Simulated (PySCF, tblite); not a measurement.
# C₈H₁₆P+: geometry, infrared bands and NMR shifts

What infrared bands and NMR shifts should C₈H₁₆P+ (`C=CC[P+](C)(C)/C=C/C`) show?

Computed with tblite 0.8.0 and PySCF 2.14.0, with density-fitted response routines of our own, on a single molecule in the gas phase. Atoms are numbered from 0 throughout.

## Step 1: The molecule as given

25 atoms, charge 1, multiplicity 1; geometry from: force field or distance geometry start.

Bonds of the start (Å): C0–C1 1.32, C1–C2 1.52, C2–P3 1.79, P3–C4 1.84, P3–C5 1.81, P3–C6 1.78, C6–C7 1.34, C7–C8 1.49, C0–H9 1.11, C0–H10 1.09, C1–H11 1.08, C2–H12 1.09, C2–H13 1.11, C4–H14 1.10, C4–H15 1.10, C4–H16 1.09, C5–H17 1.12, C5–H18 1.11, C5–H19 1.12, C6–H20 1.07, C7–H21 1.10, C8–H22 1.14, C8–H23 1.12, C8–H24 1.12.

## Step 2: Optimising the geometry with GFN2-xTB

Job settings and geometry (Å):

```
{"job": {"kind": "relax", "xc": "GFN2-xTB", "basis": "xTB"}, "charge": 1, "multiplicity": 1}
C     -3.423000     0.682500     0.049900
C     -2.220300     0.702900    -0.499600
C     -1.549700    -0.640700    -0.722200
P     -0.017200    -0.710800     0.198600
C      0.368500    -2.454200     0.632500
C     -0.256200     0.243100     1.722400
C      1.333600    -0.114400    -0.804200
C      1.971100     0.974300    -0.361900
C      3.112800     1.592000    -1.087100
H     -3.944000    -0.260000     0.320400
H     -4.004900     1.579600     0.264900
H     -1.721300     1.629900    -0.748400
H     -1.385800    -0.799100    -1.793100
H     -2.276100    -1.411000    -0.393500
H      0.925900    -2.868700    -0.221000
H      1.022300    -2.461300     1.517400
H     -0.538000    -3.052700     0.741200
H     -0.967200    -0.297300     2.392400
H     -0.667400     1.241600     1.472900
H      0.705000     0.341100     2.282000
H      1.620100    -0.606400    -1.715500
H      1.623900     1.433800     0.578500
H      3.911100     1.757000    -0.292300
H      3.506500     0.930600    -1.897500
H      2.859500     2.592400    -1.513000
```

The run is started by

```sh
OMP_NUM_THREADS=1 python probes_run.py task.json out
```

The driver reads the jobs from task.json and runs them one after another.

**Question.** This job is followed by: GFN2-xTB harmonic vibrations, gas phase; GIAO PBE0/pcSseg-1 NMR shielding, non-relativistic, gas phase. Predict these results of the whole session: strongest single infrared mode (GFN2-xTB); zero-point energy (GFN2-xTB); 13C shifts against TMS (PBE0/pcSseg-1, means over atoms taken as alike); 1H shifts against TMS (PBE0/pcSseg-1, means over atoms taken as alike); 31P shifts against H3PO4 (PBE0/pcSseg-1).

The runs gave:

| quantity | value |
| --- | --- |
| strongest single infrared mode (GFN2-xTB) | 902 cm⁻¹, 172 km/mol |
| zero-point energy (GFN2-xTB) | 132.9 kcal/mol |
| 13C shifts against TMS (PBE0/pcSseg-1, means over atoms taken as alike) | 173.2, 138.2, 127.9, 112.6, 36.8, 26.6, 9.6 ppm |
| 1H shifts against TMS (PBE0/pcSseg-1, means over atoms taken as alike) | 7.17, 6.22, 6.13, 5.81, 5.70, 3.00, 2.58, 1.89 ppm |
| 31P shifts against H3PO4 (PBE0/pcSseg-1) | 2.6 ppm |

What this shows: The optimisation took 123 steps and gained 0.449 eV; among the close pairs (by a distance rule), C8–H22 changed most, from 1.139 to 1.090 Å. All 69 modes are real, so the xTB geometry is a minimum. The strongest single mode, at 902 cm⁻¹, is spread over several atoms, P3, H15, H19, H16 among them. Unscaled tight-binding wavenumbers are off by several per cent, some by more. Its intensities can rank the bands wrongly. At PBE0/pcSseg-1: Shielding is most anisotropic at C7 (span 286 ppm, paramagnetic term -246 ppm).
